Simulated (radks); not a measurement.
# Valence configurations of Ar⁺

One table from this session's results is given with a row withheld; the runs are named, their logs left out.

Method: scalar-relativistic Kohn-Sham, PBE, spin-polarised, spherical densities, finite nucleus; open shells are filled with parallel spins first. Code: radks (a radial shooting solver on a logarithmic mesh, Libxc functionals) version 1.

**What is computed**

| Item | Value |
| --- | --- |
| element | argon (Z = 18) |
| charge | +1 |
| electrons | 17 |
| configuration | [Ne] 3s2 3p5 |
| nuclear rms radius | 3.4274 fm |
| others tried | 3s1 3p6; 3s1.5 3p5.5 |

The outer shells:

Ar⁺
```
[Ne] core
3s [↑↓]
3p [↑↓][↑↓][↑ ]
```

The first run:

Settings of this run:

```text
Z 18
configuration [Ne] 3s2 3p5
relativity scalar-relativistic
functional pbe,pbe
spin polarised
nucleus finite rms 3.4274 fm
c 137.035999084
```

Among the steps run: [Ne] 3s2 3p5.

One of the session's tables, all rows but one given; the rest of the session is left out.

It belongs to the step «[Ne] 3s2 3p5». Sizes of the orbitals, from the radial functions (bohr):

```
  level     <r>  outermost maximum (interpolated)  90 % within  nodes
  2s up       ?                                 ?            ?      ?
2s down  0.4139                             0.339        0.646      1
  2p up  0.3765                             0.281        0.624      0
2p down  0.3765                             0.281        0.623      0
  3s up   1.366                              1.16         2.06      2
3s down   1.371                              1.16         2.07      2
  3p up   1.547                              1.26         2.40      1
3p down   1.561                              1.26         2.43      1
```

**Question.** Estimate the row for 2s up.

**Answer.** <r>: 0.4140; outermost maximum (interpolated): 0.339; 90 % within: 0.646; nodes: 1. In the column «<r>» it lies between 2s down (0.4139) and 3s up (1.366).
